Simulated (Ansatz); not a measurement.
# BeCd3: a trial structure relaxed

Where does BeCd3 go from the start given, TiAl3 (D0_22) type (I4/mmm, No. 139)?

Program: Ansatz 0.2.0. Level of theory: DFT PBE, scalar-relativistic, plane waves, PAW. These are calculated values, not measurements.

### 1 Starting point

The structure is tetragonal, space group I4/mmm (No. 139). Conventional cell: a = 4.144 Å, b = 4.144 Å, c = 9.257 Å, α = 90.00°, β = 90.00°, γ = 90.00°. Be (site symmetry 4/mmm) has 12 Cd at 2.93 to 3.11 Å as nearest neighbours. Cd (site symmetry 4/mmm) has 4 Be at 2.93 Å and 8 Cd at 3.11 Å as nearest neighbours. Around Cd (site symmetry -4m2) lie 8 Cd at 2.93 to 3.11 Å and 4 Be at 3.11 Å.

Coordinates:

```
CELL_PARAMETERS angstrom
-2.07211 2.07211 4.62861
2.07211 -2.07211 4.62861
2.07211 2.07211 -4.62861
ATOMIC_POSITIONS crystal
Be 0.00000 0.00000 0.00000
Cd 0.50000 0.50000 0.00000
Cd 0.25000 0.75000 0.50000
Cd 0.75000 0.25000 0.50000
```

(A quick probe on a coarse mesh, which set the mesh and smearing, is not shown.)

### 3 Relaxing cell and atoms

input.yaml reads:

```yaml
crystal:
  lattice:
    - [-2.0721094486, 2.0721094486, 4.6286081189]
    - [2.0721094486, -2.0721094486, 4.6286081189]
    - [2.0721094486, 2.0721094486, -4.6286081189]
  atoms:
    - { symbol: Be, position: [0.0, 0.0, 0.0] }
    - { symbol: Cd, position: [0.5, 0.5, 0.0] }
    - { symbol: Cd, position: [0.25, 0.75, 0.5] }
    - { symbol: Cd, position: [0.75, 0.25, 0.5] }
basis:
  ecutwfc: 420
kpoints:
  mp_grid: { grid: [16, 16, 16] }
hamiltonian:
  xc: pbe
scf:
  occupations: { method: gaussian, width: 0.1 }
output:
  forces: true
  stress: true
  eigenvalues: true
  write_density: true
  write_potential: true
  elf: true
  volumetric_format: npy
relax:
  adjacent_minimum: "off"
  f_tol: 0.01
  max_steps: 80
  cell: { stress_tol: 0.05 }
```

Started as:

```bash
ansatz run input.yaml --threads 1 --pin off --max-ram 2560MiB --backend cpu --events-out ev --progress --plain --runs-dir out
```

What does the calculation give?

The runs gave:

Formation energies count from the elements, computed with the same settings in runs not shown here.

```
                          quantity                                                                      value
               cell (conventional)  a = 4.258 Å, b = 4.258 Å, c = 8.436 Å, α = 90.00°, β = 90.00°, γ = 90.00°
                       space group                                                           I4/mmm (No. 139)
                            volume                                                              19.12 Å³/atom
                   gap on the mesh                                                               none (metal)
formation energy from the elements                                                             +0.356 eV/atom
```

What this shows: The space group stayed I4/mmm, and from the first guess the volume went from 19.87 to 19.12 Å³/atom. The formation energy of +0.36 eV/atom is positive, so the elements lie lower than this structure; another structure of the compound can lie lower.
